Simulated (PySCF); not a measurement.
# C6H6F8O2: the cost of one run

Programs: PySCF 2.14.0, with routines of our own; each step states its level. All values are computed. Atoms count from 0.

## 1. The starting structure

22 atoms, charge 0, multiplicity 1; geometry from: GFN2-xTB.

## 2. Electronic excitations: TDDFT CAM-B3LYP/STO-3G

Job settings and geometry (Å):

```
{"job": {"kind": "uv", "basis": "STO-3G", "grid": 1, "kgrid": 1, "vcut": 1.0, "nstates": 3, "ntriplets": 2, "tda": false, "delta": [], "pop": false, "xc": "CAM-B3LYP", "scf": {"guess": "atom"}}, "charge": 0, "multiplicity": 1}
C      3.223709    -0.438331     0.638530
O      2.118346    -0.313062    -0.275003
C      1.409451     0.801410    -0.184310
F      2.155217     1.922309    -0.388512
F      0.863814     1.004403     1.046626
C      0.272821     0.775367    -1.243754
F     -0.589661     1.787229    -1.022189
F      0.818199     0.997523    -2.454600
C     -0.523366    -0.554076    -1.294624
F      0.270338    -1.556220    -1.707287
F     -1.488703    -0.423490    -2.234982
C     -1.211548    -0.946822     0.060911
F     -2.008573    -2.012030    -0.205025
F     -0.252552    -1.407747     0.887033
O     -1.860269     0.039934     0.691048
C     -3.177021     0.375447     0.229239
H      3.706749    -1.367873     0.355235
H      3.911467     0.400053     0.521918
H      2.854036    -0.493977     1.662429
H     -3.505643     1.154752     0.910510
H     -3.154367     0.756086    -0.792209
H     -3.838693    -0.489253     0.295074
```

With the program's defaults for keys left out, this is: TDDFT CAM-B3LYP/STO-3G, vertical, gas phase, core orbitals frozen in the response, virtual orbitals cut by energy.

The run is started by

```
$ OMP_NUM_THREADS=1 python large_run.py task.json out
```

This one command runs all jobs of the session in turn.

**Question.** How long does this first job take on 1 thread of Intel Xeon Platinum 8375C at 2.90GHz, shared host, and how much memory does it need?

About 14 s, with a peak of 0.58 GiB.
